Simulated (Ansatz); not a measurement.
**H8N2OSi2: a ladder of functionals and wavefunction methods**

The task here is to estimate one member of a computed series from the others.

Program: Ansatz 0.2.0, Gaussian basis. Level of theory: functionals in def2-TZVPP, the program's frozen cores in correlated methods. These are calculated values, not measurements.

The runs, in order: LDA (SPW92), PBE-D4, revPBE-D4, BLYP-D4, r2SCAN-D4, B97M-V, PBE0-D4, B3LYP-D4, r2SCANh-D4, r2SCAN0-D4, HSE06-D4, BHLYP-D4, CAM-B3LYP-D4, LC-ωPBE, ωB97X-V, ωB97M-V, B2PLYP, PBE-QIDH; CCSD(T)/def2-SVP; CCSD(T)/def2-TZVPP; MP2/def2-QZVPP; extrapolation to the limit; RPA on PBE.

**Structure used throughout**

An earlier PBE0-D4 in a triple-zeta def2 set relaxation fixed the geometry.

SMILES `N[SiH2]O[SiH2]N`, 13 atoms, charge 0, spin multiplicity 1.

Atoms are counted from 1 here; the program's logs count them from 0.

Bond lengths: N1–Si2 1.704 Å, N1–H6 1.007 Å, N1–H7 1.007 Å, Si2–O3 1.635 Å, Si2–H8 1.484 Å, Si2–H9 1.484 Å, O3–Si4 1.635 Å, Si4–N5 1.704 Å, Si4–H10 1.484 Å, Si4–H11 1.484 Å, N5–H12 1.007 Å, N5–H13 1.007 Å. Angles: Si2–N1–H6 121.1°, Si2–N1–H7 121.1°, H6–N1–H7 111.4°, N1–Si2–O3 114.6°, N1–Si2–H8 107.2°, N1–Si2–H9 107.1°, O3–Si2–H8 108.0°, O3–Si2–H9 108.0°, H8–Si2–H9 112.0°, Si2–O3–Si4 152.0°, O3–Si4–N5 114.6°, O3–Si4–H10 108.0°, O3–Si4–H11 108.0°, N5–Si4–H10 107.2°, N5–Si4–H11 107.2°, H10–Si4–H11 112.0°, Si4–N5–H12 121.1°, Si4–N5–H13 121.1° and more.

The first run:

in.yaml

```yaml
crystal:
  periodic: [false, false, false]
  atoms:
    - {symbol: N, position_ang: [0.857079, 2.035970, -1.641435]}
    - {symbol: Si, position_ang: [-0.262627, 0.761396, -1.479156]}
    - {symbol: O, position_ang: [-0.155532, -0.061759, -0.071002]}
    - {symbol: Si, position_ang: [-0.608609, -1.269442, 0.933075]}
    - {symbol: N, position_ang: [0.301422, -1.374817, 2.370211]}
    - {symbol: H, position_ang: [0.737557, 2.899659, -1.138392]}
    - {symbol: H, position_ang: [1.828533, 1.853676, -1.832043]}
    - {symbol: H, position_ang: [-0.006727, -0.191256, -2.588195]}
    - {symbol: H, position_ang: [-1.619125, 1.357891, -1.559724]}
    - {symbol: H, position_ang: [-0.438608, -2.555161, 0.211239]}
    - {symbol: H, position_ang: [-2.020414, -1.033901, 1.325109]}
    - {symbol: H, position_ang: [0.168734, -0.715123, 3.118855]}
    - {symbol: H, position_ang: [1.238717, -1.741933, 2.366358]}
basis:
  gaussian: {orbitals: def2-TZVPP}
hamiltonian: {xc: lda}
output: {orbitals: {seedname: orbitals}}
```

Run with:

```
> ansatz run in.yaml --threads 2 --pin off --events-out ev --progress --plain --max-ram 32768MiB --backend cpu
```

Steps of the session up to this table: LDA; PBE-D4 (GGA); revPBE-D4 (GGA); BLYP-D4 (GGA); r2SCAN-D4 (meta-GGA); B97M-V (meta-GGA); B3LYP-D4 (hybrid); r2SCANh-D4 (hybrid); r2SCAN0-D4 (hybrid); HSE06-D4 (hybrid); BHLYP-D4 (hybrid); CAM-B3LYP-D4 (range-separated); LC-ωPBE (range-separated); ωB97X-V (range-separated); ωB97M-V (range-separated); B2PLYP (double hybrid); PBE-QIDH (double hybrid).

One of the session's tables, all rows but one given; the rest of the session is left out.

It belongs to the step «Frontier levels by functional». 

| functional | HOMO (eV) | LUMO (eV) | gap (eV) |
| --- | --- | --- | --- |
| LDA (SPW92) | ? | ? | ? |
| PBE-D4 | -6.17 | -0.18 | 5.99 |
| revPBE-D4 | -6.11 | -0.11 | 6.00 |
| BLYP-D4 | -6.04 | -0.16 | 5.88 |
| r2SCAN-D4 | -6.48 | 0.39 | 6.87 |
| B97M-V | -6.62 | -0.05 | 6.58 |
| PBE0-D4 | -7.63 | 0.63 | 8.26 |
| B3LYP-D4 | -7.37 | 0.33 | 7.70 |
| r2SCANh-D4 | -7.03 | 0.64 | 7.67 |
| r2SCAN0-D4 | -7.86 | 1.00 | 8.86 |
| HSE06-D4 | -7.22 | 0.26 | 7.49 |
| BHLYP-D4 | -9.00 | 1.28 | 10.28 |
| CAM-B3LYP-D4 | -9.09 | 1.43 | 10.51 |
| LC-ωPBE | -10.54 | 2.68 | 13.22 |
| ωB97X-V | -10.14 | 2.48 | 12.62 |
| ωB97M-V | -10.05 | 2.03 | 12.09 |

Estimate the missing values for LDA (SPW92).

As computed: HOMO (eV): -6.34; LUMO (eV): -0.35; gap (eV): 5.99. In the column «HOMO (eV)» it lies between r2SCAN-D4 (-6.48) and PBE-D4 (-6.17).
